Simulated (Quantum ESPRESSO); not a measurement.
## SiO: zone-centre phonons under several settings

```
Si O
1.0
     2.80697    0.00000    0.00000
     0.00000    2.80697    0.00000
     0.00000    0.00000    2.80697
Si O
1 1
Direct
  0.00000 0.00000 0.00000
  0.50000 0.50000 0.50000
```

The cell was built by a generator and needn't be a form met in nature.

All runs used Quantum ESPRESSO 7.5; k mesh 6 × 6 × 6, shifted; relaxed cell; no spin polarisation; cutoff 1143 eV.

```tsv
level	potentials	occupations	volume (Å³/atom)	pressure (GPa)	lowest optical mode without the field (cm⁻¹)
LDA	PseudoDojo 0.4.1 SR LDA standard	fermi-dirac, width 0.05 eV	?	0.0	?
PBE	PseudoDojo 0.4.1 SR PBE standard	smeared at first, fixed for the response	11.07	0.9	457i
PBEsol	PseudoDojo 0.4.1 SR PBEsol standard	fermi-dirac, width 0.05 eV	10.57	0.0	438i
revPBE	PseudoDojo 0.4.1 SR PBE standard	smeared at first, fixed for the response	11.20	0.7	455i
WC	PseudoDojo 0.4.1 SR PBE standard	fermi-dirac, width 0.05 eV	10.73	0.0	439i
```

Q: What stands in the row left open?

A: Volume 10.31 Å³/atom; lowest optical mode without the field 441i cm⁻¹.

Values marked i are imaginary: the cell is unstable against those modes at that level, or the meshes are too thin.

Caveats: some runs use coarse meshes; some modes are imaginary; the mesh is thin for the phonons of a metal (some runs); before the sum rule the acoustic modes lie tens of cm⁻¹ from zero, a sign that the density grid also shifts the optical modes (some runs); the potentials were made for another functional, which shifts forces and pressure (some runs).

For the row left open. Caveat: the k mesh is coarse (spacing up to 0.37 Å⁻¹), so the values aren't converged; the mesh is thin for the phonons of a metal; some modes are imaginary.
